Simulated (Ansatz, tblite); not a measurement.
# The cluster Sn4O8+: a ladder of methods and basis sets

Aim: run the doublet of the cluster Sn4O8+ at one geometry on many levels, and compare frontier levels, spin and run time.

Method: as each input shows; program: Ansatz 0.2.0, Gaussian basis.

The runs, in order: GFN1-xTB, GFN2-xTB, PBE-D4/def2-SVP, r2SCAN-D4/def2-SVP, revPBE-D4/def2-SVP, r2SCAN0-D4/def2-SVP, MP2/def2-SVP, RPA/def2-SVP.

10 further runs of the same task are left out: 4 that didn't finish, 6 set aside as unsound or not needed. Runs told in other sessions of the task aren't counted.

## Step 1: The structure

The doublet was relaxed beforehand with PBE-D4/def2-SVP. At that level it is the lowest of the isomers that a small search found.

12 atoms, charge 1, spin multiplicity 2.

Bond lengths: Sn1–O5 2.157 Å, Sn1–O8 2.311 Å, Sn1–O12 2.169 Å, Sn2–O5 2.162 Å, Sn2–O6 2.314 Å, Sn2–O7 2.264 Å, Sn3–O6 2.299 Å, Sn3–O10 2.317 Å, Sn3–O12 2.118 Å, Sn4–O5 2.176 Å, Sn4–O7 2.433 Å, Sn4–O12 2.263 Å, O6–O11 1.554 Å, O7–O9 1.435 Å, O8–O10 1.316 Å, O9–O11 1.361 Å. Angles: O5–Sn1–O8 86.4°, O5–Sn1–O12 76.6°, O8–Sn1–O12 86.7°, O5–Sn2–O6 94.4°, O5–Sn2–O7 75.8°, O6–Sn2–O7 74.0°, O6–Sn3–O10 77.4°, O6–Sn3–O12 83.6°, O10–Sn3–O12 88.9°, O5–Sn4–O7 72.1°, O5–Sn4–O12 74.3°, O7–Sn4–O12 113.4°, Sn1–O5–Sn2 116.9°, Sn1–O5–Sn4 99.2°, Sn2–O5–Sn4 104.9°, Sn2–O6–Sn3 127.1°, Sn2–O6–O11 106.0°, Sn3–O6–O11 97.2° and more.

Sn takes a core potential in the def2 sets. No spin-orbit coupling is included. The ion is computed in the gas phase, without counter-ions or solvent.

PBE0-D4/def2-SVP was run before; its log isn't repeated, and its numbers join the tables.

## Step 2: GFN1-xTB

Tight binding, by tblite at 300 K electronic temperature and without a spin-polarisation term:

```python
tblite.interface.Calculator('GFN1-xTB', numbers, positions, charge=1, uhf=1).singlepoint()
```

Energy -1280.3317 eV; 0.011 s.

## Step 3: GFN2-xTB

Tight binding, by tblite at 300 K electronic temperature and without a spin-polarisation term:

```python
tblite.interface.Calculator('GFN2-xTB', numbers, positions, charge=1, uhf=1).singlepoint()
```

Energy -1101.8460 eV; 0.016 s.

## Step 4: PBE-D4/def2-SVP

start.molden holds the orbitals of an earlier run on this state, given as this run's starting guess.

Contents of in.yaml:

```yaml
crystal:
  periodic: [false, false, false]
  atoms:
    - {symbol: Sn, position_ang: [0.873507, -2.548530, -0.082366]}
    - {symbol: Sn, position_ang: [-0.154809, 0.461912, -1.935171]}
    - {symbol: Sn, position_ang: [1.426583, 0.528554, 1.879136]}
    - {symbol: Sn, position_ang: [-1.900984, -0.933297, 0.678894]}
    - {symbol: O, position_ang: [-0.696776, -1.439351, -1.061079]}
    - {symbol: O, position_ang: [0.314822, 1.463466, 0.097360]}
    - {symbol: O, position_ang: [-2.157383, 0.851923, -0.954730]}
    - {symbol: O, position_ang: [2.301701, -0.879905, -0.801656]}
    - {symbol: O, position_ang: [-1.949444, 2.024726, -0.154677]}
    - {symbol: O, position_ang: [2.781277, -0.035434, 0.085951]}
    - {symbol: O, position_ang: [-1.055419, 1.660670, 0.804060]}
    - {symbol: O, position_ang: [0.216934, -1.154743, 1.444298]}
basis:
  gaussian: {orbitals: def2-SVP, initial_orbitals: start.molden}
total_charge: 1
magnetization: {spin_polarized: true, initial_magnetization: 1}
hamiltonian: {xc: pbe, dispersion: d4}
scf: {omitted_lower_state_checks: [starts]}
output: {orbitals: {seedname: orbitals}}
```

Started as:

```bash
ansatz run in.yaml --threads 4 --pin off --events-out ev --progress --plain --max-ram 6963MiB
```

After this run come: r2SCAN-D4/def2-SVP; revPBE-D4/def2-SVP; r2SCAN0-D4/def2-SVP; MP2/def2-SVP; RPA/def2-SVP.

Before running them: what should the planned runs give, taken together? Wanted: gap in def2-SVP, named functionals, smallest and largest; correlation energy, MP2/def2-SVP; ⟨S²⟩ in def2-SVP, named functionals, smallest and largest.

As calculated:

| quantity | value |
| --- | --- |
| gap in def2-SVP, named functionals, smallest and largest | 0.58 eV (PBE-D4), 3.72 eV (r2SCAN0-D4) |
| correlation energy, MP2/def2-SVP | -49.97 eV |
| ⟨S²⟩ in def2-SVP, named functionals, smallest and largest | 0.753, 0.760 |

**Reading.** Over the named functionals in def2-SVP the gap runs from 0.58 eV (PBE-D4) to 3.72 eV (r2SCAN0-D4); exact exchange widens it. Over the named functionals in def2-SVP spin contamination reaches 0.01 (r2SCAN0-D4), which is small.
